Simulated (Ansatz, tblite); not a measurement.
# The cluster Be3Se2+: rung by rung

How do method and basis change the picture of the cluster Be3Se2+ (doublet)?

The runs use Ansatz 0.2.0, Gaussian basis; as each input shows.

Levels to be run: GFN1-xTB, GFN2-xTB, PBE-D4/def2-TZVP, r2SCAN-D4/def2-TZVP, r2SCANh-D4/def2-TZVP, BHLYP-D4/def2-TZVP, HSE06-D4/def2-TZVP, LDA/def2-TZVP, HF/def2-TZVP, LC-ωPBE(0.10)/def2-TZVP, LC-ωPBE(0.15)/def2-TZVP, LC-ωPBE(0.20)/def2-TZVP, LC-ωPBE(0.30)/def2-TZVP, PBE-D4/def2-SVP, PBE0-D4/def2-SVP, HF/STO-3G, CCSD(T)/def2-SVP, MP2/def2-TZVP, RPA/def2-TZVP.

3 further runs of the same task are left out: 3 set aside as unsound or not needed.

### Step 1. The structure

The doublet was relaxed beforehand with PBE-D4/def2-SVP. At that level it is the lowest of the isomers that a small search found.

5 atoms, charge 1, spin multiplicity 2.

Bond lengths: Be1–Se4 2.169 Å, Be1–Se5 2.169 Å, Be2–Se4 2.169 Å, Be2–Se5 2.170 Å, Be3–Se4 2.169 Å, Be3–Se5 2.169 Å. Angles: Se4–Be1–Se5 105.5°, Se4–Be2–Se5 105.4°, Se4–Be3–Se5 105.4°, Be1–Se4–Be2 63.3°, Be1–Se4–Be3 63.3°, Be2–Se4–Be3 63.3°, Be1–Se5–Be2 63.3°, Be1–Se5–Be3 63.3°, Be2–Se5–Be3 63.3°.

The ion is computed in the gas phase, without counter-ions or solvent.

PBE0-D4/def2-TZVP was run before; its log isn't repeated, and its numbers join the tables.

### Step 2. GFN1-xTB

Tight binding, by tblite at 300 K electronic temperature and without a spin-polarisation term:

```python
tblite.interface.Calculator('GFN1-xTB', numbers, positions, charge=1, uhf=1).singlepoint()
```

Energy -234.4066 eV; 0.005 s.

### Step 3. GFN2-xTB

Tight binding, by tblite at 300 K electronic temperature and without a spin-polarisation term:

```python
tblite.interface.Calculator('GFN2-xTB', numbers, positions, charge=1, uhf=1).singlepoint()
```

Energy -216.3709 eV; 0.017 s.

### Step 4. PBE-D4/def2-TZVP

start.molden holds the orbitals of an earlier run on this state, given as this run's starting guess.

in.yaml

```yaml
crystal:
  periodic: [false, false, false]
  atoms:
    - {symbol: Be, position_ang: [-0.411404, -0.880974, -0.883797]}
    - {symbol: Be, position_ang: [0.588604, 1.105035, -0.398661]}
    - {symbol: Be, position_ang: [-0.177080, -0.223785, 1.282555]}
    - {symbol: Se, position_ang: [-1.533053, 0.789938, -0.073880]}
    - {symbol: Se, position_ang: [1.532923, -0.790213, 0.073784]}
basis:
  gaussian: {orbitals: def2-TZVP, initial_orbitals: start.molden}
total_charge: 1
magnetization: {spin_polarized: true, initial_magnetization: 1}
hamiltonian: {xc: pbe, dispersion: d4}
scf: {omitted_lower_state_checks: [starts]}
output: {orbitals: {seedname: orbitals}}
```

The run is started by

```
ansatz run in.yaml --threads 4 --pin off --events-out ev --progress --plain --max-ram 3916MiB
```

After this run come: r2SCAN-D4/def2-TZVP; r2SCANh-D4/def2-TZVP; BHLYP-D4/def2-TZVP; HSE06-D4/def2-TZVP; LDA/def2-TZVP; HF/def2-TZVP; LC-ωPBE(0.10)/def2-TZVP; LC-ωPBE(0.15)/def2-TZVP; LC-ωPBE(0.20)/def2-TZVP; LC-ωPBE(0.30)/def2-TZVP; PBE-D4/def2-SVP; PBE0-D4/def2-SVP; HF/STO-3G; CCSD(T)/def2-SVP; MP2/def2-TZVP; RPA/def2-TZVP.

Before running them: what should the planned runs give, taken together? Wanted: gap in def2-TZVP, named functionals and Hartree-Fock, smallest and largest; gap over the ω; correlation energy, CCSD(T)/def2-SVP; correlation energy, MP2/def2-TZVP; ⟨S²⟩ in def2-TZVP, named functionals and Hartree-Fock, smallest and largest; PBE0 total energy, smallest basis above largest.

As calculated:

| quantity | value |
| --- | --- |
| gap in def2-TZVP, named functionals and Hartree-Fock, smallest and largest | 0.83 eV (LDA), 5.92 eV (HF) |
| gap over the ω (1/bohr) | 3.83 eV at 0.1, 5.73 eV at 0.3 |
| correlation energy, CCSD(T)/def2-SVP | -15.39 eV |
| correlation energy, MP2/def2-TZVP | -19.57 eV |
| ⟨S²⟩ in def2-TZVP, named functionals and Hartree-Fock, smallest and largest | 0.755, 0.789 |
| PBE0 total energy, smallest basis above largest | 17.50 eV (def2-SVP, def2-TZVP) |

**Reading.** Orbital gaps of the named functionals and Hartree-Fock in def2-TZVP span 0.83 eV (LDA) to 5.92 eV (HF); exact exchange widens it. Raising the ω (1/bohr) from 0.1 to 0.3 moves the HOMO by -0.82 eV and the LUMO by +1.09 eV. Over the named functionals and Hartree-Fock in def2-TZVP spin contamination reaches 0.04 (HF), which is small.
